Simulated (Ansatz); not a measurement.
**CH₄BFGe: up Jacob's ladder to CCSD(T)**

An exercise on one series of results from a longer session: the logs are not shown, and one member is left open.

The runs use Ansatz 0.2.0, Gaussian basis; functionals in def2-TZVPP, the program's frozen cores in correlated methods.

The runs, in order: LDA (SPW92), PBE-D4, revPBE-D4, BLYP-D4, r2SCAN-D4, B97M-V, PBE0-D4, B3LYP-D4, r2SCANh-D4, r2SCAN0-D4, HSE06-D4, BHLYP-D4, CAM-B3LYP-D4, LC-ωPBE, ωB97X-V, ωB97M-V, B2PLYP, PBE-QIDH; CCSD(T)/def2-SVP; CCSD(T)/def2-TZVPP; MP2/def2-QZVPP; extrapolation to the limit; RPA on PBE.

### The geometry

All runs share one geometry, relaxed beforehand with PBE0-D4 in a triple-zeta def2 set.

8 atoms, charge 0, spin multiplicity 1.

Atoms are counted from 1 here; the program's logs count them from 0.

Bond lengths: F1–C2 1.330 Å, C2–B3 1.464 Å, C2–H5 1.090 Å, B3–Ge4 1.934 Å, B3–H6 1.189 Å, Ge4–H7 1.541 Å, Ge4–H8 1.541 Å. Angles: F1–C2–B3 123.9°, F1–C2–H5 109.3°, B3–C2–H5 126.8°, C2–B3–Ge4 104.5°, C2–B3–H6 128.3°, Ge4–B3–H6 127.2°, B3–Ge4–H7 121.6°, B3–Ge4–H8 131.0°, H7–Ge4–H8 107.4°.

Set-up of the first run:

in.yaml reads:

```yaml
crystal:
  periodic: [false, false, false]
  atoms:
    - {symbol: F, position_ang: [-1.966203, 1.648068, -0.364660]}
    - {symbol: C, position_ang: [-0.967911, 0.864720, 0.033880]}
    - {symbol: B, position_ang: [-0.206830, -0.008151, -0.862166]}
    - {symbol: Ge, position_ang: [1.080880, -0.880378, 0.288103]}
    - {symbol: H, position_ang: [-0.823053, 0.983969, 1.108037]}
    - {symbol: H, position_ang: [-0.341550, -0.158689, -2.033613]}
    - {symbol: H, position_ang: [1.142309, -0.587528, 1.800188]}
    - {symbol: H, position_ang: [2.174458, -1.919109, -0.025570]}
basis:
  gaussian: {orbitals: def2-TZVPP}
hamiltonian: {xc: lda}
output: {orbitals: {seedname: orbitals}}
```

Started as:

```sh
ansatz run in.yaml --threads 2 --pin off --events-out ev --progress --plain --max-ram 4352MiB
```

Among the steps run: LDA; PBE-D4 (GGA); revPBE-D4 (GGA); BLYP-D4 (GGA); r2SCAN-D4 (meta-GGA); B97M-V (meta-GGA); PBE0-D4 (hybrid); B3LYP-D4 (hybrid); r2SCANh-D4 (hybrid); r2SCAN0-D4 (hybrid); HSE06-D4 (hybrid); BHLYP-D4 (hybrid); CAM-B3LYP-D4 (range-separated); LC-ωPBE (range-separated); ωB97X-V (range-separated); ωB97M-V (range-separated); B2PLYP (double hybrid); PBE-QIDH (double hybrid).

One of the session's tables, all rows but one given; the rest of the session is left out.

It belongs to the step «Orbital energies across the functionals». 

| functional | HOMO (eV) | LUMO (eV) | gap (eV) |
| --- | --- | --- | --- |
| LDA (SPW92) | ? | ? | ? |
| PBE-D4 | -5.91 | -3.67 | 2.24 |
| revPBE-D4 | -5.83 | -3.57 | 2.26 |
| BLYP-D4 | -5.75 | -3.55 | 2.20 |
| r2SCAN-D4 | -6.08 | -3.62 | 2.46 |
| B97M-V | -6.01 | -3.58 | 2.43 |
| PBE0-D4 | -6.74 | -2.96 | 3.78 |
| B3LYP-D4 | -6.58 | -3.16 | 3.42 |
| r2SCANh-D4 | -6.40 | -3.35 | 3.05 |
| r2SCAN0-D4 | -6.87 | -2.95 | 3.93 |
| HSE06-D4 | -6.36 | -3.33 | 3.03 |
| BHLYP-D4 | -7.43 | -2.15 | 5.28 |
| CAM-B3LYP-D4 | -7.85 | -2.02 | 5.83 |
| LC-ωPBE | -8.97 | -1.02 | 7.95 |
| ωB97X-V | -8.71 | -1.04 | 7.67 |
| ωB97M-V | -8.67 | -1.12 | 7.54 |

Q: Estimate the row for LDA (SPW92) from the others.

**Answer.** HOMO (eV): -6.13; LUMO (eV): -3.92; gap (eV): 2.21. In the column «HOMO (eV)» it lies between HSE06-D4 (-6.36) and r2SCAN-D4 (-6.08).
